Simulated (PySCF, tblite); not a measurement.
# C₃H₉FGeSi: geometry, infrared bands and NMR shifts

Wanted: the infrared bands and NMR shifts of C₃H₉FGeSi (`F[C@@H]1C[CH2][Ge@H]1[SiH3]`), by calculation.

The runs use tblite 0.8.0 and PySCF 2.14.0, with density-fitted response routines of our own; the level of theory stands in each step. All values are computed, except where a source is named. Atoms count from 0, in the outputs and in this text.

### Step 1. Starting geometry

15 atoms, charge 0, multiplicity 1; geometry from: force field or distance geometry start.

Bonds of the start (Å): F0–C1 1.38, C1–C2 1.50, C2–C3 1.50, C3–Ge4 1.92, Ge4–Si5 2.28, Ge4–C1 1.92, C1–H6 1.11, C2–H7 1.10, C2–H8 1.12, C3–H9 1.08, C3–H10 1.12, Ge4–H11 1.53, Si5–H12 1.47, Si5–H13 1.48, Si5–H14 1.49.

### Step 2. Relaxing the molecule with GFN2-xTB

Job settings and geometry (Å):

```
{"job": {"kind": "relax", "xc": "GFN2-xTB", "basis": "xTB"}, "charge": 0, "multiplicity": 1}
F     -1.392300    -2.050100    -0.921600
C     -1.033900    -0.979000    -0.127200
C     -1.828400     0.252800    -0.432200
C     -0.661900     1.168000    -0.200400
Ge     0.634600    -0.178500    -0.648800
Si     2.350600    -0.229200     0.851700
H     -1.063100    -1.203400     0.964100
H     -2.269800     0.288700    -1.441700
H     -2.591100     0.420700     0.371000
H     -0.645000     2.104500    -0.747600
H     -0.624400     1.395700     0.898800
H      0.981100    -0.359200    -2.130600
H      3.105000    -1.486400     0.840600
H      1.761400    -0.024300     2.190400
H      3.272500     0.887800     0.511400
```

Started as:

```bash
$ OMP_NUM_THREADS=1 python probes_run.py task.json out
```

The driver reads the jobs from task.json and runs them one after another.

**Question.** This job is followed by: GFN2-xTB harmonic vibrations, gas phase; GIAO PBE0/pcSseg-1 NMR shielding, non-relativistic, gas phase. What will the session give for the following? strongest single infrared mode (GFN2-xTB); zero-point energy (GFN2-xTB); ¹³C shifts against TMS (PBE0/pcSseg-1); ¹H shifts against TMS (PBE0/pcSseg-1, means over atoms taken as alike); ¹⁹F shifts against CFCl3 (PBE0/pcSseg-1); ⁷³Ge shifts against GeMe4 (PBE0/pcSseg-1); ²⁹Si shifts against TMS (PBE0/pcSseg-1).

The runs gave:

| quantity | value |
| --- | --- |
| strongest single infrared mode (GFN2-xTB) | 1834 cm⁻¹, 504 km/mol |
| zero-point energy (GFN2-xTB) | 64.9 kcal/mol |
| ¹³C shifts against TMS (PBE0/pcSseg-1) | 97.1, 38.2, 8.3 ppm |
| ¹H shifts against TMS (PBE0/pcSseg-1, means over atoms taken as alike) | 5.45, 5.05, 3.70, 2.88, 2.80, 1.48, 1.21 ppm |
| ¹⁹F shifts against CFCl3 (PBE0/pcSseg-1) | -192.3 ppm |
| ⁷³Ge shifts against GeMe4 (PBE0/pcSseg-1) | -114 ppm |
| ²⁹Si shifts against TMS (PBE0/pcSseg-1) | -110.0 ppm |

The optimisation took 73 steps and gained 0.632 eV; among the close pairs (by a distance rule), C1–Ge4 changed most, from 1.923 to 2.018 Å. The lowest mode is imaginary (21i cm⁻¹), so the xTB geometry is not a minimum. The strongest single mode, at 1834 cm⁻¹, moves mainly H11. GFN2-xTB is a fitted tight-binding method: band positions and strengths are rough. Its intensities can rank the bands wrongly. C1 (sp3 CH bonded to F and Ge) lies farthest downfield among carbon, at 97.1 ppm; pulled downfield by the heteroatom. The most deshielded hydrogen is H6 (hydrogen on an sp3 CH bonded to F and Ge), at 5.45 ppm: its carbon carries F, hence the downfield position. At PBE0/pcSseg-1: Shielding is most anisotropic at Ge4 (span 239 ppm, paramagnetic term -1312 ppm). Spin-orbit coupling is left out, which matters for shieldings and couplings at and beside the heavy atoms.
